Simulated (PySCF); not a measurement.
# C₄H₁₁NSSi: electronic excitations

What electronic excitations should C₄H₁₁NSSi (`C/C=C\[Si@H](S)NC`) show?

Computed with PySCF 2.14.0, with density-fitted response routines of our own, on a single molecule in the gas phase. Atoms count from 0, in the outputs and in this text.

**1. Starting geometry**

18 atoms, charge 0, multiplicity 1; geometry from: GFN2-xTB.

Bonds of the start (Å): C0–C1 1.49, C1–C2 1.33, C2–Si3 1.88, Si3–S4 2.16, Si3–N5 1.72, N5–C6 1.44, C0–H7 1.09, C0–H8 1.09, C0–H9 1.09, C1–H10 1.09, C2–H11 1.08, Si3–H12 1.46, S4–H13 1.32, N5–H14 1.01, C6–H15 1.09, C6–H16 1.09, C6–H17 1.10.

**2. Ultraviolet spectrum: wB97X-D/def2-SVPD**

Job settings and geometry (Å):

```
{"job": {"kind": "uv", "xc": "wB97X-D", "basis": "def2-SVPD", "nstates": 8, "ntriplets": 3}, "charge": 0, "multiplicity": 1}
C      2.050215    -0.444906    -1.030951
C      1.854012    -0.978231     0.345613
C      0.937550    -0.575007     1.217696
Si    -0.385462     0.735748     0.947872
S     -1.127453     1.114928     2.940514
N     -1.782700     0.318165     0.033476
C     -1.742359    -0.003119    -1.373840
H      1.937342    -1.246883    -1.760767
H      3.061367    -0.051197    -1.134541
H      1.339044     0.342846    -1.258304
H      2.549173    -1.765109     0.619939
H      0.927686    -1.055973     2.189726
H      0.102094     2.001221     0.397984
H     -2.019205     2.024482     2.589160
H     -2.518687    -0.184668     0.509025
H     -1.050595     0.674672    -1.868867
H     -2.731600     0.128699    -1.813560
H     -1.409182    -1.029350    -1.561833
```

Method: TDDFT wB97X-D/def2-SVPD, vertical, gas phase, core orbitals frozen in the response.

Started as:

```bash
> OMP_NUM_THREADS=1 python probes_run.py task.json out
```

The driver reads the jobs from task.json and runs them one after another.

The log of the run:

```text
coarse grid: 15480 points
cycle   1  E = -900.9302653929  dE =  7.125e-01  |g| = 4.218e-01  |ddm| = 6.215e+00
cycle   2  E = -900.9559792769  dE = -2.571e-02  |g| = 3.379e-01  |ddm| = 1.457e+00
cycle   3  E = -900.9812424733  dE = -2.526e-02  |g| = 5.293e-02  |ddm| = 5.370e-01
cycle   4  E = -900.9818755954  dE = -6.331e-04  |g| = 2.443e-02  |ddm| = 1.350e-01
cycle   5  E = -900.9820423231  dE = -1.667e-04  |g| = 3.172e-03  |ddm| = 5.742e-02
cycle   6  E = -900.9820470477  dE = -4.725e-06  |g| = 9.015e-04  |ddm| = 2.010e-02
final grid: 138592 points
cycle   7  E = -901.0869428427  dE = -9.888e-05  |g| = 5.927e-03  |ddm| = 1.599e-01
cycle   8  E = -901.0869455574  dE = -2.715e-06  |g| = 5.278e-03  |ddm| = 2.285e-02
cycle   9  E = -901.0869516688  dE = -6.111e-06  |g| = 7.586e-04  |ddm| = 7.605e-03
cycle  10  E = -901.0869518092  dE = -1.404e-07  |g| = 2.629e-04  |ddm| = 2.059e-03
cycle  11  E = -901.0869518320  dE = -2.272e-08  |g| = 5.936e-05  |ddm| = 9.763e-04
cycle  12  E = -901.0869518334  dE = -1.403e-09  |g| = 2.005e-05  |ddm| = 2.611e-04
cycle  13  E = -901.0869518335  dE = -1.680e-10  |g| = 7.720e-06  |ddm| = 1.105e-04
converged SCF energy = -901.0869518335

Static polarisability (au): isotropic 103.987, principal 83.591 99.831 128.539

Singlet excitations
state   eV       nm        f      main configurations
  1   5.7404    216.0   0.02992   H->L 0.89
  2   6.3447    195.4   0.00123   H->L+1 0.57, H->L+2 0.12, H->L+4 0.09
  3   6.4471    192.3   0.01274   H-1->L+2 0.58, H-1->L+5 0.26
  4   6.5516    189.2   0.04429   H-1->L 0.86
  5   6.7020    185.0   0.04026   H-1->L+1 0.67, H-1->L+5 0.09
  6   6.8225    181.7   0.15035   H->L+2 0.30, H-2->L 0.30, H->L+1 0.11
  7   6.8686    180.5   0.19805   H-2->L 0.55, H->L+2 0.25
  8   7.3692    168.2   0.02972   H-2->L+1 0.44, H->L+4 0.11, H-2->L+3 0.09

Triplet excitations (Tamm-Dancoff, eV): 4.3174 5.4905 6.0906
```

Wall time 46 s (1 thread of Arm Neoverse V2, shared host); peak memory 1.1 GiB.

Frontier orbitals and where they lie:

| orbital | eV | atoms |
| --- | --- | --- |
| HOMO−3 | -10.65 | S4 63 %, Si3 17 %, H12 6 % |
| HOMO−2 | -9.62 | C2 37 %, C1 31 %, C0 8 % |
| HOMO−1 | -9.04 | S4 76 %, Si3 9 %, H13 7 % |
| HOMO | -8.66 | N5 53 %, C6 10 %, C2 8 % |
| LUMO | 1.32 | C1 30 %, C2 26 %, Si3 13 % |
| LUMO+1 | 2.05 | S4 32 %, Si3 13 %, C0 8 % |
| LUMO+2 | 2.17 | S4 36 %, Si3 13 %, H13 13 % |

With each of the 8 states as a Gaussian band of 0.4 eV half-width at 1/e, the curve within the window shown has maxima at 182 nm (ε 17,000) L/(mol cm). Beyond the last state computed it falls off for lack of states. The curve at chosen wavelengths:

(nm, ε (L/mol/cm)): (162, 906), (165, 1843), (168, 3510), (171, 6232), (175, 11234), (178, 14805), (181, 16838), (184, 16671), (187, 14571), (190, 11426), (194, 7201), (197, 4734), (200, 3048), (203, 2051), (206, 1556), (209, 1367), (213, 1315), (216, 1286), (219, 1208), (222, 1072), (225, 897), (228, 707), (232, 472), (235, 329), (238, 218), (241, 139)

Ground-state properties from the same run:

| property | computed |
| --- | --- |
| dipole moment (D) | 2.73 |
| polarisability (Å³) | 15.41 |
| HOMO–LUMO gap (eV) | 9.98 |
| −ε(HOMO) (eV) | 8.66 |

**3. Outcome**

| quantity | value |
| --- | --- |
| lowest singlet (wB97X-D/def2-SVPD) | 5.74 eV (216 nm), f = 0.030 |
| brightest single state of those computed | state 7, 6.87 eV, f = 0.198 |
| lowest triplet | 4.32 eV |

In words: The first singlet state (HOMO→LUMO 0.89) lies at 5.74 eV and is weak; of the 8 states computed, the strongest absorption comes from state 7 at 6.87 eV. The lowest triplet lies 1.42 eV below the lowest singlet (triplets in Tamm-Dancoff, singlets in full TDDFT).
